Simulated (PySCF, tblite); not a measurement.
**C5H5ClFO2 radical: geometry, infrared bands and EPR parameters**

What infrared bands and EPR parameters should C5H5ClFO2 radical (`O=C(/C=[C]\Cl)COCF`) show?

Programs: tblite 0.8.0 and PySCF 2.14.0, with density-fitted response routines of our own. Each step states its level of theory. These are calculated values for one molecule in the gas phase, unless marked as measured. Atoms count from 0, in the outputs and in this text.

## (1) The starting structure

14 atoms, charge 0, multiplicity 2; geometry from: force field or distance geometry start.

Bonds of the start (Å): O0–C1 1.23, C1–C2 1.50, C2–C3 1.30, C3–Cl4 1.75, C1–C5 1.53, C5–O6 1.41, O6–C7 1.42, C7–F8 1.35, C2–H9 1.08, C5–H10 1.10, C5–H11 1.09, C7–H12 1.10, C7–H13 1.10.

## (2) Geometry optimisation with GFN2-xTB

What the job is given:

```
{"job": {"kind": "relax", "xc": "GFN2-xTB", "basis": "xTB"}, "charge": 0, "multiplicity": 2}
O     -0.102100    -1.890000    -0.502600
C      0.504800    -0.820700    -0.450300
C      1.974100    -0.889000    -0.169500
C      2.705200     0.183500    -0.104000
Cl     3.701900     1.621400     0.014300
C     -0.158500     0.546300    -0.630700
O     -1.545800     0.545800    -0.901900
C     -2.314900     0.130700     0.220100
F     -1.978200     0.898500     1.278400
H      2.385800    -1.874600    -0.042700
H      0.050200     1.172800     0.244400
H      0.317700     1.012900    -1.495300
H     -2.165900    -0.923200     0.477800
H     -3.374700     0.285200    -0.010000
```

Run with:

```console
OMP_NUM_THREADS=1 python probes_run.py task.json out
```

One launch serves the whole session: the jobs run in the order shown.

Log:

```text
step      E/eV     max force
  0    -830.48450    2.965
  1    -830.70640    2.617
  2    -830.80700    0.965
  3    -830.83032    0.607
  4    -830.84564    0.392
  5    -830.85567    0.345
  6    -830.86474    0.241
  7    -830.87063    0.249
  8    -830.87813    0.288
  9    -830.88672    0.344
 10    -830.89914    0.472
 11    -830.91580    0.654
 12    -830.94296    0.750
 13    -830.98109    0.616
 14    -831.01788    0.493
 15    -831.04946    0.417
 16    -831.06298    0.608
 17    -831.08394    0.302
 18    -831.09863    0.269
 19    -831.10752    0.214
 20    -831.11563    0.221
 21    -831.12398    0.225
 22    -831.13231    0.239
 23    -831.13881    0.222
 24    -831.14332    0.168
 25    -831.14753    0.201
 26    -831.15183    0.201
 27    -831.15570    0.141
 28    -831.15850    0.118
 29    -831.16048    0.124
 30    -831.16226    0.110
 31    -831.16422    0.135
 32    -831.16619    0.146
 33    -831.16765    0.094
 34    -831.16853    0.069
 35    -831.16919    0.065
 36    -831.16991    0.084
 37    -831.17058    0.085
 38    -831.17105    0.057
 39    -831.17139    0.060
 40    -831.17172    0.054
 41    -831.17206    0.052
 42    -831.17234    0.048
 43    -831.17256    0.058
 44    -831.17284    0.061
 45    -831.17331    0.085
 46    -831.17398    0.096
 47    -831.17459    0.064
 48    -831.17490    0.031
 49    -831.17500    0.026
 50    -831.17507    0.023
 51    -831.17518    0.027
 52    -831.17529    0.025
 53    -831.17537    0.022
 54    -831.17542    0.017
 55    -831.17547    0.017
 56    -831.17552    0.019
 57    -831.17558    0.021
 58    -831.17564    0.021
 59    -831.17573    0.028
 60    -831.17585    0.025
 61    -831.17596    0.025
 62    -831.17605    0.027
 63    -831.17617    0.028
 64    -831.17632    0.036
 65    -831.17653    0.037
 66    -831.17673    0.038
 67    -831.17690    0.044
 68    -831.17705    0.038
 69    -831.17719    0.026
 70    -831.17727    0.020
 71    -831.17730    0.011
 72    -831.17731    0.011
 73    -831.17733    0.014
 74    -831.17735    0.017
 75    -831.17739    0.021
 76    -831.17744    0.020
 77    -831.17746    0.012
 78    -831.17748    0.006
```

Run time: 0.44 s. Hardware: 1 thread of Arm Neoverse V2, shared host.

Relaxation path: (not every step is listed)

```csv
step,energy from step 0 (eV),largest force (eV/Å)
0,0.0000,2.9654
1,-0.2219,2.6166
2,-0.3225,0.9647
3,-0.3458,0.6069
4,-0.3611,0.3919
5,-0.3712,0.3447
6,-0.3802,0.2414
7,-0.3861,0.2486
8,-0.3936,0.2878
14,-0.5334,0.4928
20,-0.6311,0.2214
26,-0.6673,0.2007
32,-0.6817,0.1464
38,-0.6866,0.0571
44,-0.6883,0.0614
50,-0.6906,0.0231
56,-0.6910,0.0189
62,-0.6916,0.0266
68,-0.6925,0.0381
73,-0.6928,0.0140
74,-0.6929,0.0169
75,-0.6929,0.0212
76,-0.6929,0.0199
77,-0.6930,0.0120
78,-0.6930,0.0064
```

Close pairs (by a distance rule), those that changed most:

| bond | before (Å) | after (Å) | change (Å) |
| --- | --- | --- | --- |
| C3–Cl4 | 1.754 | 1.643 | -0.111 |
| O6–C7 | 1.422 | 1.370 | -0.052 |
| C7–F8 | 1.350 | 1.381 | +0.031 |
| O0–C1 | 1.231 | 1.204 | -0.027 |
| C1–C5 | 1.530 | 1.520 | -0.010 |
| C2–C3 | 1.300 | 1.309 | +0.010 |
| C2–H9 | 1.076 | 1.083 | +0.007 |
| C1–C2 | 1.497 | 1.491 | -0.006 |

The final coordinates are the input of the step that follows.

## (3) Vibrational analysis with GFN2-xTB

What the job is given:

```
{"job": {"kind": "ir", "xc": "GFN2-xTB", "basis": "xTB"}, "charge": 0, "multiplicity": 2}
O     -0.139343    -1.848786    -0.525840
C      0.530385    -0.851556    -0.446529
C      2.002561    -0.937343    -0.225279
C      2.889992     0.018220    -0.107074
Cl     2.946052     1.660109    -0.127686
C     -0.044508     0.552281    -0.544227
O     -1.428425     0.565612    -0.830504
C     -2.245829     0.172563     0.196270
F     -2.206411     1.092487     1.225156
H      2.339411    -1.964105    -0.156134
H      0.167142     1.092048     0.389115
H      0.430333     1.080526    -1.374413
H     -1.971585    -0.793326     0.642709
H     -3.270454     0.160797    -0.187511
```

Log:

```text
mode    cm-1     km/mol
  1      41.2      0.11
  2      54.0      0.93
  3      73.6      6.09
  4     109.9      1.72
  5     159.6     12.58
  6     215.3     12.62
  7     267.2     15.91
  8     313.7      1.46
  9     379.5      4.36
 10     504.4      0.22
 11     540.6     29.60
 12     555.2      3.98
 13     615.5     35.23
 14     743.2     99.87
 15     791.4     17.47
 16     848.7      1.12
 17     931.3     43.90
 18     949.4    156.57
 19     977.3     25.92
 20    1070.3     91.04
 21    1084.5     67.50
 22    1130.5    113.06
 23    1194.4      2.79
 24    1218.6     12.25
 25    1252.9      5.19
 26    1286.1      3.56
 27    1313.1     10.26
 28    1407.1     17.94
 29    1427.6      1.49
 30    1647.7    519.50
 31    1756.2    270.05
 32    2893.4     15.52
 33    2909.0     22.72
 34    2971.7      9.39
 35    2974.5     14.29
 36    3040.5      0.84
```

It took 0.38 s on 1 thread of Arm Neoverse V2, shared host.

The strongest bands and the atoms that carry them (share of the mass-weighted mode):

```csv
cm⁻¹,km/mol,atoms
743,99.9,"C3 32 %, Cl4 26 %, C2 15 %"
931,43.9,"C5 29 %, C1 21 %, H11 21 %, H10 16 %"
949,156.6,"C7 58 %, F8 36 %"
1070,91.0,"C1 40 %, C2 15 %, H11 14 %, C7 12 %"
1084,67.5,"C7 20 %, C1 18 %, H13 17 %, H12 16 %"
1130,113.1,"O6 46 %, C5 21 %, C7 21 %"
1648,519.5,"C3 45 %, C2 42 %"
1756,270.1,"C1 53 %, O0 35 %"
```

## (4) EPR parameters: B3LYP/pcH-1

Settings changed since step 3:

```diff
@@ -1,2 +1,2 @@
-{"job": {"kind": "ir", "xc": "GFN2-xTB", "basis": "xTB"}, "charge": 0, "multiplicity": 2}
+{"job": {"kind": "epr", "basis": "pcH-1"}, "charge": 0, "multiplicity": 2}
 O     -0.139343    -1.848786    -0.525840
```

Level: UKS B3LYP, pcH-1 on C Cl F H O, non-relativistic, mean-field spin-orbit, GIAO.

Log:

```text
UKS, coarse grid
  cycle   1  E = -903.71281447  |g| = 7.95e-01
  cycle   2  E = -902.15912635  |g| = 1.91e+00
  cycle   3  E = -903.80926380  |g| = 5.05e-01
  cycle   4  E = -903.93236161  |g| = 8.98e-02
  cycle   5  E = -903.93509617  |g| = 5.40e-02
  cycle   6  E = -903.93626689  |g| = 2.51e-02
  cycle   7  E = -903.93655284  |g| = 6.46e-03
  cycle   8  E = -903.93658902  |g| = 3.23e-03
  cycle   9  E = -903.93660288  |g| = 1.78e-03
  cycle  10  E = -903.93660756  |g| = 9.14e-04
UKS, final grid
  cycle   1  E = -903.93661152  |g| = 1.09e-03
  cycle   2  E = -903.93661144  |g| = 1.70e-03
  cycle   3  E = -903.93661257  |g| = 2.75e-04
  cycle   4  E = -903.93661271  |g| = 2.96e-04
  cycle   5  E = -903.93661287  |g| = 1.14e-04
  cycle   6  E = -903.93661288  |g| = 3.48e-05
  cycle   7  E = -903.93661288  |g| = 7.38e-06
E = -903.93661288 Eh   <S^2> = 0.7598 (exact 0.7500)
g shifts (ppm)      1          2          3
  rmc          -200       -200       -200
  gc             -2         34        -89
  oz_so        -628       1189       5392
  total        -830       1023       5103
hyperfine (MHz)  atom isotope    a_iso     a_fc   dipolar eigenvalues
    0   17O      -0.24      -0.14    -12.32      1.34     10.99
    1   13C      64.10      64.08     -6.79     -4.77     11.57
    2   13C      10.96      11.01    -19.38      0.11     19.27
    3   13C     448.83     448.58    -75.25    -52.15    127.39
    4  35Cl      35.56      35.51    -36.65    -25.79     62.44
    5   13C       8.42       8.42     -1.32     -0.19      1.51
    6   17O       0.04       0.04     -0.94      0.39      0.55
    7   13C      -0.14      -0.14     -0.16     -0.09      0.24
    8   19F       0.25       0.25     -0.71     -0.03      0.74
    9    1H      85.17      85.19     -6.98     -6.00     12.98
   10    1H      -0.75      -0.75     -2.59     -1.15      3.74
   11    1H      -0.72      -0.72     -2.64     -1.11      3.75
   12    1H       0.64       0.64     -0.64     -0.51      1.15
   13    1H       0.13       0.13     -0.35     -0.31      0.66
```

Run time: 1.7 min. Hardware: 1 thread of Arm Neoverse V2, shared host; peak memory 0.97 GiB.

Principal g values 2.00149, 2.00334, 2.00742; g(iso) = 2.00408, against 2.00232 for a free electron.

Hyperfine couplings; where a row names several nuclei, a(iso) is their mean (it holds for fast rotation or exchange) and the dipolar term the largest among them:

```csv
nuclei,isotope,a(iso) (MHz),"a(iso) (G, at g = 2.0023)",largest dipolar term (MHz)
C3,13C,448.8,160.2,127.4
H9,1H,85.2,30.4,13.0
C1,13C,64.1,22.9,11.6
Cl4,35Cl,35.6,12.7,62.4
C2,13C,11.0,3.9,-19.4
C5,13C,8.4,3.0,1.5
"H10, H11",1H,-0.7,-0.3,3.7
"H12, H13",1H,0.4,0.1,1.1
F8,19F,0.3,0.1,0.7
O0,17O,-0.2,-0.1,-12.3
C7,13C,-0.1,0.0,0.2
O6,17O,0.0,0.0,-0.9
```

Mulliken spin populations:

O0 0.00; C1 0.06; C2 -0.12; C3 0.88; Cl4 0.13; C5 0.00; O6 0.00; C7 0.00; F8 0.00; H9 0.03; H10 0.00; H11 0.00; H12 0.00; H13 0.00

In first order the couplings over 0.8 MHz of 1H, 35Cl give 8 distinct lines over 68.4 G, if the averaged nuclei exchange fast.

The fields below are evaluated on a grid from the run's orbitals.

ELF in a plane through or near 6 of the atoms.

Values, 10 rows by 14 columns:
```
0.00 0.00 0.00 0.00 0.00 0.00 0.00 0.00 0.00 0.00 0.00 0.00 0.00 0.00
0.00 0.00 0.00 0.00 0.00 0.00 0.10 0.07 0.00 0.00 0.00 0.00 0.00 0.00
0.00 0.00 0.00 0.72 0.88 0.02 0.78 0.73 0.23 0.00 0.00 0.00 0.00 0.00
0.00 0.00 0.01 0.87 1.00 0.17 0.68 0.74 0.20 0.75 0.27 0.03 0.00 0.00
0.00 0.03 0.28 0.31 0.31 0.84 0.19 0.42 0.03 0.95 0.65 0.88 0.25 0.00
0.00 0.17 0.85 0.46 0.58 0.11 0.44 0.67 0.17 0.35 0.59 0.60 0.22 0.00
0.00 0.01 0.13 0.72 0.76 0.10 0.80 0.98 0.08 0.07 0.24 0.01 0.00 0.00
0.00 0.09 0.78 0.50 0.32 0.73 0.03 0.36 0.01 0.01 0.05 0.00 0.00 0.00
0.00 0.01 0.35 0.63 0.61 0.34 0.00 0.00 0.00 0.00 0.00 0.00 0.00 0.00
0.00 0.00 0.00 0.01 0.01 0.00 0.00 0.00 0.00 0.00 0.00 0.00 0.00 0.00
```
The map spans 11.7 Å across and 9.1 Å up, centred on the molecule. Atoms in the plane (x, y in Å): C2 (-2.1, 0.7), C3 (-2.9, -0.3), Cl4 (-2.8, -1.9), C7 (2.3, 0.0), H9 (-2.5, 1.7), H10 (0.0, -1.1).

log10 of the density (e/Å³) in the same plane.

Values, 10 rows by 14 columns:
```
-4.0 -4.0 -4.0 -4.0 -4.0 -4.0 -4.0 -4.0 -4.0 -4.0 -4.0 -4.0 -4.0 -4.0
-4.0 -4.0 -4.0 -3.4 -3.1 -3.0 -2.2 -2.1 -2.9 -4.0 -4.0 -4.0 -4.0 -4.0
-4.0 -4.0 -3.1 -1.9 -1.4 -1.6 -0.7 -0.5 -1.5 -2.6 -3.1 -3.8 -4.0 -4.0
-4.0 -3.7 -2.4 -0.8  0.2 -0.6  0.1  0.2 -1.0 -1.0 -1.5 -2.3 -3.3 -4.0
-4.0 -2.8 -1.6 -0.6  1.0  0.2  0.3 -0.4 -1.1  0.1 -0.2 -1.1 -2.4 -3.9
-3.8 -2.3 -1.0  0.3  0.2 -0.8 -0.3  0.0 -0.5  0.1  0.1 -0.9 -2.3 -3.8
-3.7 -2.4 -1.2  0.0  0.0 -1.1 -0.4  0.1 -0.9 -0.8 -0.7 -1.8 -3.1 -4.0
-3.5 -2.4 -0.9  0.4  0.6 -0.8 -1.6 -1.5 -2.1 -2.1 -2.1 -3.1 -4.0 -4.0
-3.9 -2.9 -1.6 -0.8 -0.8 -1.6 -2.6 -3.0 -3.4 -4.0 -4.0 -4.0 -4.0 -4.0
-4.0 -4.0 -3.2 -2.6 -2.6 -3.1 -4.0 -4.0 -4.0 -4.0 -4.0 -4.0 -4.0 -4.0
```
The map spans 11.7 Å across and 9.1 Å up, centred on the molecule. Atoms in the plane (x, y in Å): C2 (-2.1, 0.7), C3 (-2.9, -0.3), Cl4 (-2.8, -1.9), C7 (2.3, 0.0), H9 (-2.5, 1.7), H10 (0.0, -1.1).

On the surface of density 0.002 e/bohr³ the electrostatic potential runs, from the 1st to the 99th percentile, from -1.29 V near O0 to 1.32 V near H11.

The spin density lies nearest to C3 67 %; Cl4 15 %; C2 6 % (beta excess).

## (5) Summary of results

| quantity | value |
| --- | --- |
| strongest single infrared mode (GFN2-xTB) | 1648 cm⁻¹, 520 km/mol |
| zero-point energy (GFN2-xTB) | 56.7 kcal/mol |
| g(iso) (B3LYP) | 2.00408 |
| ⟨S²⟩ | 0.760 (exact 0.75) |
| largest a(iso) (averaged by class) | 13C on C3, 448.8 MHz |
| surface potential, 1st and 99th percentile | -1.29 V and 1.32 V |

In words: Over 78 steps the energy fell by 0.693 eV; of the close pairs, C3–Cl4 changed most, 1.754 to 1.643 Å. All 36 modes are real, so the xTB geometry is a minimum. The strongest single mode, at 1648 cm⁻¹, moves mainly C3 and C2. GFN2-xTB is a fitted tight-binding method: band positions and strengths are rough. Its intensities can rank the bands wrongly. C3 carries the largest spin population, 0.88 e. The isotropic g lies 1.8 ppt above the free-electron value.
